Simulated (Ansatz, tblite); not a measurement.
**The cluster Li₈S₄: a ladder of methods and basis sets**

Aim: run the singlet of the cluster Li₈S₄ at one geometry on many levels, and compare frontier levels, spin and run time.

Method: as each input shows; program: Ansatz 0.2.0, Gaussian basis.

The runs, in order: GFN1-xTB, GFN2-xTB, PBE-D4/def2-TZVP, r2SCAN-D4/def2-TZVP, B3LYP-D4/def2-TZVP, LC-ωPBE/def2-TZVP, PBE-D4/def2-SVP, PBE0-D4/def2-SVP, HF/STO-3G, PBE0-D4/def2-TZVPD, PBE-D4/def2-TZVPD, r2SCAN-D4/def2-TZVPD, CCSD(T)/def2-SVP, MP2/def2-TZVP, RPA/def2-TZVP.

2 further runs of the same task are left out: 2 set aside as unsound or not needed. Runs told in other sessions of the task aren't counted.

**1. The structure**

The geometry is that of the singlet, from an earlier relaxation (PBE0-D4/def2-SVP). At that level it is the lowest of the isomers that a small search found.

12 atoms, charge 0, spin multiplicity 1.

Bond lengths: Li1–S9 2.352 Å, Li1–S10 2.291 Å, Li2–S9 2.498 Å, Li2–S11 2.498 Å, Li2–S12 2.505 Å, Li3–S9 2.294 Å, Li3–S12 2.292 Å, Li4–S9 2.293 Å, Li4–S11 2.293 Å, Li5–S11 2.294 Å, Li5–S12 2.292 Å, Li6–S10 2.291 Å, Li6–S11 2.352 Å, Li7–S10 2.291 Å, Li7–S12 2.354 Å, Li8–S9 2.402 Å, Li8–S10 2.301 Å, Li8–S11 2.402 Å and more. Angles: S9–Li1–S10 117.8°, S9–Li2–S11 97.6°, S9–Li2–S12 97.4°, S11–Li2–S12 97.4°, S9–Li3–S12 110.0°, S9–Li4–S11 110.0°, S11–Li5–S12 110.0°, S10–Li6–S11 117.8°, S10–Li7–S12 117.8°, S9–Li8–S10 115.4°, S9–Li8–S11 102.9°, S9–Li8–S12 102.9°, S10–Li8–S11 115.4°, S10–Li8–S12 115.5°, S11–Li8–S12 102.9°, Li1–S9–Li2 117.4°, Li1–S9–Li3 91.2°, Li1–S9–Li4 91.0° and more.

As a file:

```
Li   -1.30677   -2.08986    0.73245
Li    1.91942    0.03596   -0.77087
Li    1.67779   -0.98138    1.67561
Li    0.13921   -1.36891   -2.16093
Li    0.72883    2.40294   -0.52947
Li   -2.12781    0.83821   -1.17538
Li   -0.81291    1.16739    2.14164
Li   -0.18992   -0.00298    0.07715
S     0.87965   -2.14372   -0.13358
S    -2.32801   -0.04863    0.92727
S     0.02030    0.92099   -2.13043
S     1.40024    1.26998    1.34657
```

PBE0-D4/def2-TZVP was run before; its log isn't repeated, and its numbers join the tables.

**2. GFN1-xTB**

Tight binding, by tblite at 300 K electronic temperature and without a spin-polarisation term:

```python
tblite.interface.Calculator('GFN1-xTB', numbers, positions, charge=0, uhf=0).singlepoint()
```

Energy -492.0740 eV, HOMO -9.56 eV, LUMO -7.33 eV; 0.037 s.

**3. GFN2-xTB**

Tight binding, by tblite at 300 K electronic temperature and without a spin-polarisation term:

```python
tblite.interface.Calculator('GFN2-xTB', numbers, positions, charge=0, uhf=0).singlepoint()
```

Energy -421.7810 eV, HOMO -8.66 eV, LUMO -7.32 eV; 0.052 s.

**4. PBE-D4/def2-TZVP**

start.molden holds the orbitals of an earlier run on this state, given as this run's starting guess.

File in.yaml:

```yaml
crystal:
  periodic: [false, false, false]
  atoms:
    - {symbol: Li, position_ang: [-1.306772, -2.089857, 0.732451]}
    - {symbol: Li, position_ang: [1.919415, 0.035961, -0.770871]}
    - {symbol: Li, position_ang: [1.677790, -0.981377, 1.675605]}
    - {symbol: Li, position_ang: [0.139207, -1.368909, -2.160935]}
    - {symbol: Li, position_ang: [0.728833, 2.402944, -0.529473]}
    - {symbol: Li, position_ang: [-2.127808, 0.838210, -1.175384]}
    - {symbol: Li, position_ang: [-0.812907, 1.167388, 2.141637]}
    - {symbol: Li, position_ang: [-0.189922, -0.002975, 0.077148]}
    - {symbol: S, position_ang: [0.879649, -2.143720, -0.133583]}
    - {symbol: S, position_ang: [-2.328009, -0.048625, 0.927270]}
    - {symbol: S, position_ang: [0.020300, 0.920992, -2.130432]}
    - {symbol: S, position_ang: [1.400245, 1.269978, 1.346567]}
basis:
  gaussian: {orbitals: def2-TZVP, initial_orbitals: start.molden}
hamiltonian: {xc: pbe, dispersion: d4}
scf: {omitted_lower_state_checks: [starts]}
output: {orbitals: {seedname: orbitals}}
```

On the command line:

```sh
$ ansatz run in.yaml --threads 4 --pin off --events-out ev --progress --plain --max-ram 8704MiB
```

After this run come: r2SCAN-D4/def2-TZVP; B3LYP-D4/def2-TZVP; LC-ωPBE/def2-TZVP; PBE-D4/def2-SVP; PBE0-D4/def2-SVP; HF/STO-3G; PBE0-D4/def2-TZVPD; PBE-D4/def2-TZVPD; r2SCAN-D4/def2-TZVPD; CCSD(T)/def2-SVP; MP2/def2-TZVP; RPA/def2-TZVP.

**Question.** What will the summary of the whole plan be? Wanted: gap in def2-TZVP, named functionals, smallest and largest; correlation energy, CCSD(T)/def2-SVP; correlation energy, MP2/def2-TZVP; binding an atom, CCSD(T)/def2-SVP; PBE0 total energy, smallest basis above largest.

As calculated:

| quantity | value |
| --- | --- |
| gap in def2-TZVP, named functionals, smallest and largest | 3.12 eV (PBE-D4), 8.59 eV (LC-ωPBE) |
| correlation energy, CCSD(T)/def2-SVP | -18.36 eV |
| correlation energy, MP2/def2-TZVP | -28.30 eV |
| binding an atom, CCSD(T)/def2-SVP | 2.724 eV |
| PBE0 total energy, smallest basis above largest | 15.46 eV (def2-SVP, def2-TZVPD) |

In words: Over the named functionals in def2-TZVP the gap runs from 3.12 eV (PBE-D4) to 8.59 eV (LC-ωPBE); exact exchange widens it. A small miss in a minimal or small basis is a cancelling of errors, not accuracy. The functionals in def2-TZVP miss CCSD(T)/def2-SVP by +0.144 (LC-ωPBE) to +0.223 eV (r2SCAN-D4) an atom. The yardstick is in a double-zeta basis, so levels in larger sets aren't compared like for like. The reference is CCSD(T) in one finite basis, so it carries an error of its own, often a tenth of an eV or more, and near misses can't be ranked.
